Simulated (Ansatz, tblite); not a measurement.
**B2(Br)4: rung by rung**

Aim: run the singlet of B2(Br)4 at one geometry on many levels, and compare frontier levels, spin and run time.

Computed with Ansatz 0.2.0, Gaussian basis. Level: as each input shows.

Levels to be run: GFN1-xTB, GFN2-xTB, PBE-D4/def2-TZVP, r2SCAN-D4/def2-TZVP, r2SCAN0-D4/def2-TZVP, ωB97M-V/def2-TZVP, HF/def2-TZVP, PBE-D4/def2-SVP, PBE0-D4/def2-SVP, HF/6-31G, B3LYP-D4/6-31G, PBE0-D4/def2-TZVPD, PBE-D4/def2-TZVPD, r2SCAN0-D4/def2-TZVPD, CCSD(T)/def2-SVP, MP2/def2-TZVP, RPA/def2-TZVP.

2 further runs of the same task are left out: 2 set aside as unsound or not needed.

### Step 1. The geometry

The geometry is that of the singlet, from an earlier relaxation (PBE-D4/def2-SVP).

6 atoms, charge 0, spin multiplicity 1.

Bond lengths: B1–Br2 1.914 Å, B1–Br3 1.914 Å, B1–B4 1.685 Å, B4–Br5 1.914 Å, B4–Br6 1.914 Å. Angles: Br2–B1–Br3 120.5°, Br2–B1–B4 119.8°, Br3–B1–B4 119.7°, B1–B4–Br5 119.7°, B1–B4–Br6 119.7°, Br5–B4–Br6 120.5°.

PBE0-D4/def2-TZVP was run before; its log isn't repeated, and its numbers join the tables.

### Step 2. GFN1-xTB

Tight binding, by tblite at 300 K electronic temperature and without a spin-polarisation term:

```python
tblite.interface.Calculator('GFN1-xTB', numbers, positions, charge=0, uhf=0).singlepoint()
```

Energy -502.0726 eV, HOMO -11.12 eV, LUMO -7.80 eV; 0.006 s.

### Step 3. GFN2-xTB

Tight binding, by tblite at 300 K electronic temperature and without a spin-polarisation term:

```python
tblite.interface.Calculator('GFN2-xTB', numbers, positions, charge=0, uhf=0).singlepoint()
```

Energy -514.3220 eV, HOMO -11.75 eV, LUMO -8.83 eV; 0.006 s.

### Step 4. PBE-D4/def2-TZVP

start.molden holds the orbitals of an earlier run on this state, given as this run's starting guess.

in.yaml reads:

```yaml
crystal:
  periodic: [false, false, false]
  atoms:
    - {symbol: B, position_ang: [0.459645, -0.476877, 0.520526]}
    - {symbol: Br, position_ang: [0.703596, 0.065919, 2.340147]}
    - {symbol: Br, position_ang: [1.252420, -2.095287, -0.125582]}
    - {symbol: B, position_ang: [-0.459708, 0.476980, -0.520375]}
    - {symbol: Br, position_ang: [-2.341691, 0.164979, -0.681546]}
    - {symbol: Br, position_ang: [0.385747, 1.864296, -1.533170]}
basis:
  gaussian: {orbitals: def2-TZVP, initial_orbitals: start.molden}
hamiltonian: {xc: pbe, dispersion: d4}
scf: {omitted_lower_state_checks: [starts]}
output: {orbitals: {seedname: orbitals}}
```

The run is started by

```console
$ ansatz run in.yaml --threads 4 --pin off --events-out ev --progress --plain --max-ram 8704MiB
```

After this run come: r2SCAN-D4/def2-TZVP; r2SCAN0-D4/def2-TZVP; ωB97M-V/def2-TZVP; HF/def2-TZVP; PBE-D4/def2-SVP; PBE0-D4/def2-SVP; HF/6-31G; B3LYP-D4/6-31G; PBE0-D4/def2-TZVPD; PBE-D4/def2-TZVPD; r2SCAN0-D4/def2-TZVPD; CCSD(T)/def2-SVP; MP2/def2-TZVP; RPA/def2-TZVP.

**Question.** What will the summary of the whole plan be? Wanted: gap in def2-TZVP, named functionals and Hartree-Fock, smallest and largest; correlation energy, CCSD(T)/def2-SVP; correlation energy, MP2/def2-TZVP; binding an atom, CCSD(T)/def2-SVP; PBE0 total energy, smallest basis above largest.

As calculated:

```
                                                                  quantity                            value
gap in def2-TZVP, named functionals and Hartree-Fock, smallest and largest  3.70 eV (PBE-D4), 12.27 eV (HF)
                                      correlation energy, CCSD(T)/def2-SVP                        -30.46 eV
                                         correlation energy, MP2/def2-TZVP                        -35.00 eV
                                         binding an atom, CCSD(T)/def2-SVP                         3.097 eV
                           PBE0 total energy, smallest basis above largest  35.26 eV (def2-SVP, def2-TZVPD)
```

Over the named functionals and Hartree-Fock in def2-TZVP the gap runs from 3.70 eV (PBE-D4) to 12.27 eV (HF); exact exchange widens it. A small miss in a minimal or small basis is a cancelling of errors, not accuracy. The functionals in def2-TZVP miss CCSD(T)/def2-SVP by +0.146 (ωB97M-V) to +0.349 eV (PBE-D4) an atom. The yardstick is in a double-zeta basis, so levels in larger sets aren't compared like for like. The reference is CCSD(T) in one finite basis, so it carries an error of its own, often a tenth of an eV or more, and near misses can't be ranked.
